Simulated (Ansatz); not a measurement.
# HfPbO3: the cost of one run

Computed with Ansatz 0.2.0 (DFT r2SCAN, scalar-relativistic, plane waves, PAW, unless a step's input says otherwise).

1 further run of the same task is left out (set aside as unsound or not needed).

## 1. Starting point

The structure is cubic, space group Pm-3m (No. 221). Conventional cell: a = 4.132 Å, b = 4.132 Å, c = 4.132 Å, α = 90.00°, β = 90.00°, γ = 90.00°. Around Hf (site symmetry m-3m) lie 6 O at 2.07 Å. Pb (site symmetry m-3m) is surrounded by 12 O at 2.92 Å. O (site symmetry 4/mmm) is surrounded by 2 Hf at 2.07 Å and 4 Pb at 2.92 Å.

As a file:

```cif
data_structure
_symmetry_space_group_name_H-M 'Pm-3m'
_symmetry_Int_Tables_number 221
_cell_length_a 4.1323
_cell_length_b 4.1323
_cell_length_c 4.1323
_cell_angle_alpha 90.000
_cell_angle_beta 90.000
_cell_angle_gamma 90.000
_cell_volume 70.56
loop_
_atom_site_label
_atom_site_type_symbol
_atom_site_symmetry_multiplicity
_atom_site_Wyckoff_symbol
_atom_site_fract_x
_atom_site_fract_y
_atom_site_fract_z
_atom_site_occupancy
Hf1 Hf 1 b 0.50000 0.50000 0.50000 1
Pb1 Pb 1 a 0.00000 0.00000 0.00000 1
O1 O 3 c 0.00000 0.50000 0.50000 1
```

It goes back to an entry of the Materials Project, which need not be the stable form.

This cell was relaxed beforehand with the same method: volume 14.11 Å³/atom, gap on the mesh 2.91 eV.

## 2. Tight relaxation for the response runs

The response runs start from a cell at rest, found with their own mesh and filling of the bands.

input.yaml reads:

```yaml
crystal:
  lattice:
    - [4.1323272581, 0.0, 0.0]
    - [0.0, 4.1323272581, 0.0]
    - [0.0, 0.0, 4.1323272581]
  atoms:
    - { symbol: Hf, position: [0.5, 0.5, 0.5] }
    - { symbol: Pb, position: [0.0, 0.0, 0.0] }
    - { symbol: O, position: [0.0, 0.5, 0.5] }
    - { symbol: O, position: [0.5, 0.0, 0.5] }
    - { symbol: O, position: [0.5, 0.5, 0.0] }
basis:
  ecutwfc: 500
kpoints:
  mp_grid: { grid: [6, 6, 6] }
hamiltonian:
  xc: r2scan
scf:
  occupations: { method: fixed }
output:
  forces: true
  stress: true
  eigenvalues: true
relax:
  adjacent_minimum: "off"
  f_tol: 0.001
  max_steps: 60
  cell: { stress_tol: 0.01 }
```

Command:

```console
$ ansatz run input.yaml --threads 2 --pin off --max-ram 5120MiB --backend cpu --events-out ev --progress --plain --runs-dir out
```

Q: Estimate wall time and peak memory on 2 threads of Arm Neoverse V1, shared host.

About 16 s, with a peak of 0.55 GiB.
